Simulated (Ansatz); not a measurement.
# B2F3: the cost of one run

Computed with Ansatz 0.2.0 (the levels named in each step, unless a step's input says otherwise).

**1. Starting point**

Bond lengths: F1–B2 1.285 Å, B2–B3 1.562 Å, B3–F4 1.345 Å, B3–F5 1.345 Å. Angles: F1–B2–B3 179.9°, B2–B3–F4 123.7°, B2–B3–F5 123.7°, F4–B3–F5 112.7°.

As a file:

```xyz
5

F     2.2952   -0.2043   -0.0599
B     1.0156   -0.0903   -0.0255
B    -0.5402    0.0480    0.0140
F    -1.1812    1.2235    0.1459
F    -1.3845   -0.9952   -0.0792
```

**2. A rough first relaxation, PBE-D4/def2-SVP**

This run stands in another session on the same molecule. It ended at:

```xyz
5

F     2.2278   -0.1781   -0.2631
B     1.0613   -0.1307    0.3162
B    -0.5681    0.0539   -0.0079
F    -1.1553    1.2514    0.0962
F    -1.3609   -1.0148   -0.1462
```

**3. Relaxation, r2SCAN-D4/def2-TZVPP**

input.yaml reads:

```yaml
crystal:
  periodic: [false, false, false]
  atoms:
    - { symbol: F, position_ang: [2.22777389, -0.17810155, -0.26306694] }
    - { symbol: B, position_ang: [1.06134618, -0.13070354, 0.31620067] }
    - { symbol: B, position_ang: [-0.56809477, 0.05387837, -0.0079108] }
    - { symbol: F, position_ang: [-1.15529086, 1.25136773, 0.09619587] }
    - { symbol: F, position_ang: [-1.36086444, -1.01484101, -0.14623879] }
magnetization:
  spin_polarized: true
  initial_magnetization: 1
basis:
  gaussian: { orbitals: def2-TZVPP }
hamiltonian:
  xc: r2scan
  dispersion: d4
relax:
  f_tol: 0.002
  max_steps: 150
```

Launch:

```console
> ansatz run input.yaml --threads 4 --pin off --max-ram 10240MiB --backend cpu --events-out ev --progress --plain --runs-dir out
```

What time and memory should one allow on 4 threads of Intel Xeon 6975P-C (Granite Rapids), shared host?

About 14 s, with a peak of 0.33 GiB.
